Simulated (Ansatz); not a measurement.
Here is an Ansatz 0.2.0 calculation.

File input.yaml:

```yaml
crystal:
  lattice:
    - [3.950777, 0.0, 0.0]
    - [0.0, 3.950777, 0.0]
    - [0.0, 0.0, 4.987089]
  atoms:
    - { symbol: Mg, position: [0.0, 0.0, 0.5] }
    - { symbol: Mg, position: [0.5, 0.5, 0.0] }
    - { symbol: C, position: [0.387655, 0.612345, 0.5] }
    - { symbol: C, position: [0.112345, 0.112345, 0.0] }
    - { symbol: C, position: [0.612345, 0.387655, 0.5] }
    - { symbol: C, position: [0.887655, 0.887655, 0.0] }
hamiltonian:
  xc: lda
  pseudopotentials: { kind: paw }
kpoints:
  mp_grid: { grid: [5, 5, 5] }
scf:
  occupations: { method: fermi_dirac, width: 0.05 }
output:
  forces: true
  stress: true
  eigenvalues: true
relax:
  f_tol: 0.01
  max_steps: 40
  cell: { stress_tol: 0.05, p_target: 2.0 }
```

Potentials or basis: Ansatz PAW.

Command:

```sh
$ ansatz run input.yaml --threads 2 --pin off --max-ram 5632MiB --backend cpu --events-out ev --progress --plain --runs-dir out
```

(1) Predict the relaxed volume.

(2) What does it give for the band gap on the k mesh?

(3) Estimate the space group after relaxing (to 0.05 Å).

(4) Estimate the relaxed cell.

## Answers

(1) 11.90 Å³/atom.

(2) 2.25 eV, indirect (least direct gap 2.57 eV).

(3) P4_2/mnm (No. 136).

(4) a = 3.863 Å, b = 3.863 Å, c = 4.785 Å, α = 90.00°, β = 90.00°, γ = 90.00°.

Caveat: odd divisions of the mesh miss points on the zone boundary, where band edges often lie, so the gap on the mesh can be too wide; the plane-wave basis is chosen anew once the cell has moved, so the energies of steps on either side of that aren't comparable; the pressure holds a Pulay correction of +0.4 GPa for the finite cutoff; the PAW data sets come from PBE, with cores solved anew for the run's functional, which leaves a small shift of forces and pressure.
